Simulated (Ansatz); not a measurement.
**Triphenylsulfonium (C₁₈H₁₅S+): up Jacob's ladder to CCSD(T)**

An exercise on one series of results from a longer session: the logs are not shown, and one member is left open.

The runs use Ansatz 0.2.0, Gaussian basis; functionals in def2-TZVPP, the program's frozen cores in correlated methods.

Plan: LDA (SPW92), PBE-D4, revPBE-D4, BLYP-D4, r2SCAN-D4, B97M-V, PBE0-D4, B3LYP-D4, r2SCANh-D4, r2SCAN0-D4, HSE06-D4, BHLYP-D4, CAM-B3LYP-D4, LC-ωPBE, ωB97X-V, ωB97M-V, B2PLYP, PBE-QIDH; CCSD(T)/def2-SVP; MP2/def2-TZVPP; MP2/def2-QZVPP; RPA on PBE.

**The geometry**

All runs share one geometry, relaxed beforehand with PBE0-D4 in a triple-zeta def2 set.

SMILES `c1ccc([S+](c2ccccc2)c2ccccc2)cc1`, 34 atoms, charge 1, spin multiplicity 1.

Atoms are counted from 1 here; the program's logs count them from 0.

Bond lengths: C1–C2 1.388 Å, C1–C19 1.388 Å, C1–H20 1.083 Å, C2–C3 1.384 Å, C2–H21 1.083 Å, C3–C4 1.389 Å, C3–H22 1.084 Å, C4–S5 1.769 Å, C4–C18 1.387 Å, S5–C6 1.769 Å, S5–C12 1.769 Å, C6–C7 1.387 Å, C6–C11 1.389 Å, C7–C8 1.385 Å, C7–H23 1.083 Å, C8–C9 1.388 Å, C8–H24 1.083 Å, C9–C10 1.388 Å and more. Angles: C2–C1–C19 120.5°, C2–C1–H20 119.7°, C19–C1–H20 119.7°, C1–C2–C3 120.0°, C1–C2–H21 120.3°, C3–C2–H21 119.6°, C2–C3–C4 118.6°, C2–C3–H22 120.6°, C4–C3–H22 120.7°, C3–C4–S5 115.7°, C3–C4–C18 122.2°, S5–C4–C18 122.1°, C4–S5–C6 105.3°, C4–S5–C12 105.3°, C6–S5–C12 105.3°, S5–C6–C7 122.1°, S5–C6–C11 115.7°, C7–C6–C11 122.2° and more.

The first run:

File in.yaml:

```yaml
crystal:
  periodic: [false, false, false]
  atoms:
    - {symbol: C, position_ang: [3.588443, -2.202784, 0.092566]}
    - {symbol: C, position_ang: [3.642245, -1.349223, -1.000740]}
    - {symbol: C, position_ang: [2.511037, -0.654653, -1.393643]}
    - {symbol: C, position_ang: [1.341216, -0.820692, -0.662834]}
    - {symbol: S, position_ang: [-0.050558, 0.119920, -1.218344]}
    - {symbol: C, position_ang: [0.059652, 1.666087, -0.365344]}
    - {symbol: C, position_ang: [0.810679, 1.818631, 0.790525]}
    - {symbol: C, position_ang: [0.837849, 3.062958, 1.399129]}
    - {symbol: C, position_ang: [0.124255, 4.122553, 0.856571]}
    - {symbol: C, position_ang: [-0.616783, 3.952404, -0.304761]}
    - {symbol: C, position_ang: [-0.648089, 2.718722, -0.932072]}
    - {symbol: C, position_ang: [-1.466279, -0.691755, -0.534688]}
    - {symbol: C, position_ang: [-2.011352, -1.707482, -1.310138]}
    - {symbol: C, position_ang: [-3.110796, -2.394589, -0.824856]}
    - {symbol: C, position_ang: [-3.656060, -2.052946, 0.405095]}
    - {symbol: C, position_ang: [-3.107484, -1.024284, 1.158196]}
    - {symbol: C, position_ang: [-2.001238, -0.331818, 0.693098]}
    - {symbol: C, position_ang: [1.266529, -1.673872, 0.427933]}
    - {symbol: C, position_ang: [2.406195, -2.367985, 0.800609]}
    - {symbol: H, position_ang: [4.473878, -2.751722, 0.389775]}
    - {symbol: H, position_ang: [4.563588, -1.231511, -1.557640]}
    - {symbol: H, position_ang: [2.538292, 0.004495, -2.253907]}
    - {symbol: H, position_ang: [1.372526, 0.989531, 1.201950]}
    - {symbol: H, position_ang: [1.422641, 3.204166, 2.299806]}
    - {symbol: H, position_ang: [0.153627, 5.092637, 1.337960]}
    - {symbol: H, position_ang: [-1.163243, 4.784368, -0.731479]}
    - {symbol: H, position_ang: [-1.212900, 2.578229, -1.846685]}
    - {symbol: H, position_ang: [-1.585585, -1.957339, -2.275310]}
    - {symbol: H, position_ang: [-3.548442, -3.190292, -1.414911]}
    - {symbol: H, position_ang: [-4.522569, -2.587190, 0.775773]}
    - {symbol: H, position_ang: [-3.543373, -0.755262, 2.112529]}
    - {symbol: H, position_ang: [-1.573281, 0.478252, 1.270108]}
    - {symbol: H, position_ang: [0.337815, -1.804476, 0.968995]}
    - {symbol: H, position_ang: [2.367544, -3.043091, 1.646706]}
basis:
  gaussian: {orbitals: def2-TZVPP}
total_charge: 1
hamiltonian: {xc: lda}
output: {orbitals: {seedname: orbitals}}
```

Among the steps run: LDA; PBE-D4 (GGA); revPBE-D4 (GGA); BLYP-D4 (GGA); r2SCAN-D4 (meta-GGA); B97M-V (meta-GGA); PBE0-D4 (hybrid); B3LYP-D4 (hybrid); r2SCANh-D4 (hybrid); r2SCAN0-D4 (hybrid); HSE06-D4 (hybrid); BHLYP-D4 (hybrid); CAM-B3LYP-D4 (range-separated); LC-ωPBE-D4 (range-separated; the results give it without D4); ωB97X-V (range-separated); ωB97M-V (range-separated); B2PLYP (double hybrid); PBE-QIDH (double hybrid).

One table of the session follows, with a row left open; its other results are not shown here.

It belongs to the step «Orbital energies across the functionals». Levels, from each run's orbital file:

| functional | HOMO (eV) | LUMO (eV) | gap (eV) |
| --- | --- | --- | --- |
| LDA (SPW92) | -10.06 | -5.98 | 4.08 |
| PBE-D4 | -9.85 | -5.74 | 4.12 |
| revPBE-D4 | -9.78 | -5.65 | 4.13 |
| BLYP-D4 | -9.65 | -5.55 | 4.11 |
| r2SCAN-D4 | -10.02 | -5.60 | 4.42 |
| B97M-V | -9.99 | -5.51 | 4.48 |
| PBE0-D4 | -10.81 | -4.88 | 5.93 |
| B3LYP-D4 | -10.58 | -5.03 | 5.55 |
| r2SCANh-D4 | -10.38 | -5.29 | 5.09 |
| r2SCAN0-D4 | -10.92 | -4.81 | 6.11 |
| HSE06-D4 | ? | ? | ? |
| BHLYP-D4 | -11.56 | -3.84 | 7.73 |
| CAM-B3LYP-D4 | -11.97 | -3.80 | 8.18 |
| LC-ωPBE | -13.26 | -2.84 | 10.42 |
| ωB97X-V | -12.90 | -2.84 | 10.06 |
| ωB97M-V | -12.82 | -2.91 | 9.91 |

Q: Estimate the row for HSE06-D4 from the others.

As computed: HOMO (eV): -10.42; LUMO (eV): -5.25; gap (eV): 5.17. In the column «HOMO (eV)» it lies between B3LYP-D4 (-10.58) and r2SCANh-D4 (-10.38).
